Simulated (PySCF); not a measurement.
# From one method to the next for AlSn (quartet)

What do other methods print for AlSn (quartet)?

Program: PySCF 2.14.0. Level of theory: method and basis as typed in the scripts. These are calculated values, not measurements.

4 further runs of the same task are left out: 4 that didn't finish.

## Step 1: Starting geometry

AlSn (quartet): 2 atoms, charge 0, spin multiplicity 4.

Bond lengths: Al1–Sn2 2.291 Å.

## Step 2: Base script

Contents of input.py:

```python
from pyscf import gto, scf, mp

mol = gto.M(
    atom='Al 0 0 0; Sn 0 0 2.291',
    basis='sbkjc',
    ecp={'Al': 'sbkjc', 'Sn': 'sbkjc'},
    charge=0,
    spin=3,
    verbose=4,
)
mf = scf.UHF(mol)
mf.kernel()
mp.MP2(mf).kernel()
mf.dip_moment()
print('orbital energies (hartree):', [e[max(0, n-3):n+3].round(4) for e, n in zip(mf.mo_energy, mol.nelec)])
```

On the command line:

```
> OMP_NUM_THREADS=1 python input.py
```

Its log is not repeated here.

Base result: E(SCF) = -5.146836 Eh, 11 cycles, E(MP2) − E(SCF) = -0.03991 Eh, ⟨S²⟩ = 3.762, μ = 1.28 D (of the SCF density).

The bond length is a typed value, not an optimised one. The quartet is typed in the script; nothing here shows that it is the ground state.

## Step 3: SCF alone

Variant 1 changes step after the SCF: mp2 → none.

Contents of input.py:

```python
from pyscf import gto, scf

mol = gto.M(
    atom='Al 0 0 0; Sn 0 0 2.291',
    basis='sbkjc',
    ecp={'Al': 'sbkjc', 'Sn': 'sbkjc'},
    charge=0,
    spin=3,
    verbose=4,
)
mf = scf.UHF(mol)
mf.kernel()
mf.dip_moment()
print('orbital energies (hartree):', [e[max(0, n-3):n+3].round(4) for e, n in zip(mf.mo_energy, mol.nelec)])
```

On the command line:

```
> OMP_NUM_THREADS=1 python input.py
```

## Step 4: Frozen orbitals 1

Variant 2 changes frozen orbitals: none → 1.

Edit input.py of step 2 so:

```diff
@@ -12,3 +12,3 @@
 mf.kernel()
-mp.MP2(mf).kernel()
+mp.MP2(mf, frozen=1).kernel()
 mf.dip_moment()
```

## Step 5: TDHF

Variant 3 changes step after the SCF: mp2 → tddft; number of roots: none → 6.

Edit input.py of step 2 so:

```diff
@@ -1,2 +1,2 @@
-from pyscf import gto, scf, mp
+from pyscf import gto, scf, tdscf
 
@@ -12,3 +12,6 @@
 mf.kernel()
-mp.MP2(mf).kernel()
+td = tdscf.TDHF(mf)
+td.nstates = 6
+td.kernel()
+td.analyze(verbose=3)
 mf.dip_moment()
```

**Question.** What will these runs give? Wanted: for each run, E(SCF); from base; gap, α spin; SCF dipole; after the SCF.

The runs gave:

```tsv
run	E(SCF) (hartree)	from base (eV)	cycles	gap, α spin (eV)	SCF dipole (D)	after the SCF
base	-5.146836	0	11	8.14	1.28	MP2 correlation -1.086 eV
SCF alone	-5.146836	0.0000	11	8.14	1.28	n/a
frozen orbitals 1	-5.146836	0.0000	11	8.14	1.28	MP2 correlation -0.725 eV, core frozen
TDHF	-5.146836	0.0000	11	8.14	1.28	lowest root found 1.80 eV
```

Total energies from different bases, Hamiltonians or methods carry different errors, so properties are taken as differences within one set-up.
